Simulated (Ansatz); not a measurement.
**C3H7NSe: a ladder of functionals and wavefunction methods**

One table from this session's results is given with a row withheld; the runs are named, their logs left out.

Method: functionals in def2-TZVPP, the program's frozen cores in correlated methods; program: Ansatz 0.2.0, Gaussian basis.

Plan: PBE-D4, r2SCAN-D4, PBE0-D4, B3LYP-D4, ωB97X-V, ωB97M-V, B2PLYP; CCSD(T)/def2-TZVPP; MP2/def2-QZVPP; extrapolation to the limit.

## Structure used throughout

The geometry comes from an earlier relaxation with PBE0-D4 in a triple-zeta def2 set; it is a stationary point, not always the lowest conformer.

SMILES `CC(=N)C[SeH]`, 12 atoms, charge 0, spin multiplicity 1.

Atoms are counted from 1 here; the program's logs count them from 0.

Bond lengths: C1–C2 1.499 Å, C1–H6 1.093 Å, C1–H7 1.090 Å, C1–H8 1.094 Å, C2–N3 1.268 Å, C2–C4 1.498 Å, N3–H9 1.020 Å, C4–Se5 1.965 Å, C4–H10 1.090 Å, C4–H11 1.088 Å, Se5–H12 1.469 Å. Angles: C2–C1–H6 110.3°, C2–C1–H7 111.3°, C2–C1–H8 110.5°, H6–C1–H7 108.8°, H6–C1–H8 107.2°, H7–C1–H8 108.8°, C1–C2–N3 125.8°, C1–C2–C4 116.9°, N3–C2–C4 117.3°, C2–N3–H9 110.8°, C2–C4–Se5 112.9°, C2–C4–H10 112.2°, C2–C4–H11 109.3°, Se5–C4–H10 107.2°, Se5–C4–H11 105.6°, H10–C4–H11 109.4°, C4–Se5–H12 95.8°.

Set-up of the first run:

The input, in.yaml:

```yaml
crystal:
  periodic: [false, false, false]
  atoms:
    - {symbol: C, position_ang: [-1.246696, 0.406364, 0.126982]}
    - {symbol: C, position_ang: [0.232708, 0.559306, 0.311281]}
    - {symbol: N, position_ang: [0.801412, 1.368803, 1.104132]}
    - {symbol: C, position_ang: [1.114141, -0.319216, -0.522045]}
    - {symbol: Se, position_ang: [1.028569, -2.209607, 0.005988]}
    - {symbol: H, position_ang: [-1.556552, -0.610809, 0.380363]}
    - {symbol: H, position_ang: [-1.798456, 1.107420, 0.753683]}
    - {symbol: H, position_ang: [-1.521639, 0.576564, -0.918516]}
    - {symbol: H, position_ang: [0.111165, 1.915280, 1.619633]}
    - {symbol: H, position_ang: [0.863090, -0.269451, -1.581737]}
    - {symbol: H, position_ang: [2.151883, -0.023610, -0.381678]}
    - {symbol: H, position_ang: [-0.102726, -2.556242, -0.864186]}
basis:
  gaussian: {orbitals: def2-TZVPP}
hamiltonian: {xc: pbe, dispersion: d4}
output: {forces: true, orbitals: {seedname: orbitals}}
```

The run is started by

```console
$ ansatz run in.yaml --threads 4 --pin off --events-out ev --progress --plain --max-ram 10444MiB
```

Steps of the session up to this table: PBE-D4 (GGA); r2SCAN-D4 (meta-GGA); PBE0-D4 (hybrid); B3LYP-D4 (hybrid); ωB97X-V (range-separated); ωB97M-V (range-separated); B2PLYP (double hybrid); CCSD(T) in def2-TZVPP; MP2 in def2-QZVPP.

One of the session's tables, all rows but one given; the rest of the session is left out.

```
            method  atomisation energy (eV)
            PBE-D4                   48.100
         r2SCAN-D4                   46.827
           PBE0-D4                        ?
          B3LYP-D4                   46.906
           ωB97X-V                   46.889
           ωB97M-V                   46.857
            B2PLYP                   46.307
     HF/def2-TZVPP                   33.099
    MP2/def2-TZVPP                   46.169
   CCSD/def2-TZVPP                   44.771
CCSD(T)/def2-TZVPP                   45.562
           MP2/CBS                   47.392
       CCSD(T)/CBS                   46.785
```

Q: Estimate the row for PBE0-D4 from the others.

As computed: atomisation energy (eV): 47.118. In the column «atomisation energy (eV)» it lies between B3LYP-D4 (46.906) and MP2/CBS (47.392).

To keep in mind: Free atoms (3 C, 1 N, 1 Se, 7 H) were run apart at each level; the atomisation energy is their sum less the molecule, without zero-point or spin-orbit terms.
